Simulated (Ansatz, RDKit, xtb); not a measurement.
**C5H5NOS: ranking a sample of isomers**

A sample of isomers of C5H5NOS is drawn. Aim: find which of them has the lowest free energy at 298.15 K, then its properties. The sample is small against all isomers, and the most stable one of this formula need not be in it.

Plan: many cheap relaxations first (GFN2-xTB), then density-functional screening, relaxation at PBE-D3(BJ)/def2-SVP, vibrations (at GFN2-xTB) and a final energy. The numbers are computed, not measured.

### 1 Possible bonding patterns

Isomers were taken from a list of plausible structures; this is a sample, not all of them. That gives 14 candidates.

```csv
label,SMILES,spin
c015,N#CC[S@](=O)C1=CC1,singlet
c071,N#C[C@@H]1C=C[S@](=O)C1,singlet
c117,[O-][n+]1cccc(S)c1,singlet
c174,Nc1cc(=S)cco1,singlet
c277,CC(=S)c1ncco1,singlet
c336,N#CC1=CCC[S@@]1=O,singlet
c358,CC1=CC(=O)NC1=S,singlet
c445,CC(=O)c1nccs1,singlet
c474,C=Nc1cc(O)cs1,singlet
c526,C=CC(=S)C(=N)C=O,singlet
c736,C=CCOC(=S)C#N,singlet
c783,CS/C(C=O)=C\C#N,singlet
c784,CC(=O)c1cnsc1,singlet
c868,Nc1ccc(C=O)s1,singlet
```

Candidates are built by distance geometry, with a force field where one applies, in up to four conformers (letters a to d).

**Question.** With final energies at CCSD(T)/def2-SVP + MP2/def2-TZVPP - MP2/def2-SVP, which structure will this search put lowest in free energy, and by what margin?

| quantity | value |
| --- | --- |
| lowest structure found | CC1=CC(=O)NC1=S, singlet |
| next finalist | CC(=O)c1nccs1, singlet, 4.6 kcal/mol higher in G |
| share at equilibrium, among the finalists | 100.0 % |

The search ends on `CC1=CC(=O)NC1=S`. Among the finalists first place is clear (4.6 kcal/mol); structures outside the list aren't covered. GFN2-xTB, r2SCAN-D4/def2-SVP, PBE-D3(BJ)/def2-SVP, HF/def2-SVP and MP2/def2-SVP already put its bonding pattern lowest among the structures in one piece; HF/STO-3G favours the singlet CC(=O)c1nccs1. The search is not exhaustive (a finite list of starts, one conformer a finalist), so a lower isomer can't be ruled out. Only 14 drawn patterns were tried, so whole families of isomers are missing, and the result ranks this sample alone. The lowest isomer need not be the one that is made and kept in a bottle, which depends on barriers.
